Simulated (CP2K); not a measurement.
The system is Ta3AsAu2O13.

```
Ta As Au O
1.0
     5.45204    0.00000    0.00000
    -2.72602    4.72161    0.00000
     0.00000    0.00000    9.57902
Ta As Au O
3 1 2 13
Direct
  0.00000 0.00000 0.19408
  0.00000 0.00000 0.80592
  0.66667 0.33333 0.00000
  0.00000 0.00000 0.50000
  0.33333 0.66667 0.27428
  0.33333 0.66667 0.72572
  0.00000 0.00000 0.00000
  0.23947 0.97129 0.36402
  0.02871 0.26818 0.36402
  0.73182 0.76053 0.36402
  0.23947 0.97129 0.63598
  0.02871 0.26818 0.63598
  0.73182 0.76053 0.63598
  0.38452 0.33425 0.85844
  0.66575 0.05026 0.85844
  0.94974 0.61548 0.85844
  0.38452 0.33425 0.14156
  0.66575 0.05026 0.14156
  0.94974 0.61548 0.14156
```

The cell was built by a generator and needn't be a form met in nature.

Base run:

```yaml
Program: CP2K 2026.2
Functional: PBE
Potentials_or_basis: GTH_POTENTIALS Ta GTH-PBE-q13, As GTH-PBE-q5, Au GTH-PBE-q11, O GTH-PBE-q6; DZVP-MOLOPT-SR-GTH basis
Density_cutoff: 8163 eV
k_mesh: 5 × 5 × 2
Occupations: fermi-dirac, width 0.05 eV
Spin: no spin polarisation
```

Its results: band gap on the k mesh none (metal or under the smearing width); pressure 0.2 GPa; largest force 0.427 eV/Å.

Question: The run is repeated on the same cell with these changes: dispersion from none to D3(BJ). What comes out?

Answer: Band gap on the k mesh none (metal or under the smearing width); pressure -2.4 GPa; largest force 0.430 eV/Å.

Dispersion adds attraction, which lowers the pressure at fixed volume and, as a term added to the energy, leaves the levels alone.

Caveats: the basis of atomic orbitals isn't converged, which shifts pressures, moduli and gaps; pairwise dispersion overbinds metals, which lowers pressure and volume (some runs).
